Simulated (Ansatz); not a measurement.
# BH₈NO₂Si₂: one species, many methods

Aim: compute BH₈NO₂Si₂ with functionals from several rungs and with coupled cluster, and see how far each lands from CCSD(T) at the basis-set limit for the atomisation energy.

The runs use Ansatz 0.2.0, Gaussian basis; functionals in def2-TZVPP, the program's frozen cores in correlated methods.

Plan: PBE-D4, r2SCAN-D4, PBE0-D4, B3LYP-D4, ωB97X-V, ωB97M-V, B2PLYP; CCSD(T)/def2-TZVPP; MP2/def2-QZVPP; extrapolation to the limit.

## 1. The relaxed structure

An earlier PBE0-D4 in a triple-zeta def2 set relaxation fixed the geometry.

SMILES `NB(O[SiH3])O[SiH3]`, 14 atoms, charge 0, spin multiplicity 1.

Atoms are counted from 1 here; the program's logs count them from 0.

Bond lengths: N1–B2 1.403 Å, N1–H7 1.003 Å, N1–H8 1.003 Å, B2–O3 1.374 Å, B2–O5 1.374 Å, O3–Si4 1.635 Å, Si4–H9 1.488 Å, Si4–H10 1.484 Å, Si4–H11 1.484 Å, O5–Si6 1.635 Å, Si6–H12 1.484 Å, Si6–H13 1.488 Å, Si6–H14 1.484 Å. Angles: B2–N1–H7 122.3°, B2–N1–H8 122.3°, H7–N1–H8 115.4°, N1–B2–O3 118.7°, N1–B2–O5 118.7°, O3–B2–O5 122.6°, B2–O3–Si4 140.2°, O3–Si4–H9 110.9°, O3–Si4–H10 108.1°, O3–Si4–H11 110.1°, H9–Si4–H10 109.1°, H9–Si4–H11 109.2°, H10–Si4–H11 109.4°, B2–O5–Si6 140.1°, O5–Si6–H12 108.1°, O5–Si6–H13 110.9°, O5–Si6–H14 110.1°, H12–Si6–H13 109.1° and more.

## 2. PBE-D4 (GGA)

in.yaml

```yaml
crystal:
  periodic: [false, false, false]
  atoms:
    - {symbol: N, position_ang: [0.114885, 1.772515, 1.806105]}
    - {symbol: B, position_ang: [0.050268, 0.790580, 0.805588]}
    - {symbol: O, position_ang: [0.539664, -0.463159, 1.079714]}
    - {symbol: Si, position_ang: [0.455895, -1.995436, 0.515626]}
    - {symbol: O, position_ang: [-0.499887, 1.121722, -0.408642]}
    - {symbol: Si, position_ang: [-0.547079, 0.585401, -1.952493]}
    - {symbol: H, position_ang: [0.488141, 1.585019, 2.717785]}
    - {symbol: H, position_ang: [-0.210098, 2.709726, 1.658960]}
    - {symbol: H, position_ang: [-0.711665, -2.163003, -0.392284]}
    - {symbol: H, position_ang: [0.304193, -2.907236, 1.676438]}
    - {symbol: H, position_ang: [1.699782, -2.336063, -0.219431]}
    - {symbol: H, position_ang: [-0.376437, 1.752769, -2.852504]}
    - {symbol: H, position_ang: [0.546893, -0.391094, -2.207999]}
    - {symbol: H, position_ang: [-1.854556, -0.061731, -2.226873]}
basis:
  gaussian: {orbitals: def2-TZVPP}
hamiltonian: {xc: pbe, dispersion: d4}
output: {forces: true, orbitals: {seedname: orbitals}}
```

Launch:

```bash
$ ansatz run in.yaml --threads 2 --pin off --events-out ev --progress --plain --max-ram 22528MiB --backend cuda --devices 0, --max-vram 18GiB
```

The runs that follow: r2SCAN-D4 (meta-GGA); PBE0-D4 (hybrid); B3LYP-D4 (hybrid); ωB97X-V (range-separated); ωB97M-V (range-separated); B2PLYP (double hybrid); CCSD(T) in def2-TZVPP; MP2 in def2-QZVPP.

Q: Predict the results of all the runs planned. Wanted: atomisation energy, CCSD(T)/CBS; farthest; mean size of error, hybrid; mean size of error, range-separated; gap, smallest and largest; T1 diagnostic; triples share of the correlation energy.

**Answer**, as computed:

| quantity | value |
| --- | --- |
| atomisation energy, CCSD(T)/CBS | 5253.6 kJ/mol |
| functionals within 26.3 kJ/mol (0.5 %) | PBE-D4, r2SCAN-D4, B3LYP-D4, ωB97X-V, ωB97M-V |
| farthest | PBE0-D4 (-60.7 kJ/mol) |
| mean size of error, hybrid | 31.1 kJ/mol |
| mean size of error, range-separated | 17.6 kJ/mol |
| gap, smallest and largest | 5.45 eV (PBE-D4), 12.10 eV (ωB97X-V) |
| T1 diagnostic | 0.0117 |
| triples share of the correlation energy | 3.4 % |

What this shows: PBE-D4 is off by +10.2 kJ/mol. Double hybrids carry the basis error of their MP2 part in triple zeta, and no dispersion term here, so their miss is partly the set-up's. The reference freezes the cores and leaves out relativity and excitations past (T), so misses under about 26.3 kJ/mol can't be ranked. Hartree-Fock recovers 74 % of the binding; the rest is correlation. Orbital gaps span 5.4 to 12.1 eV; exact exchange widens them.
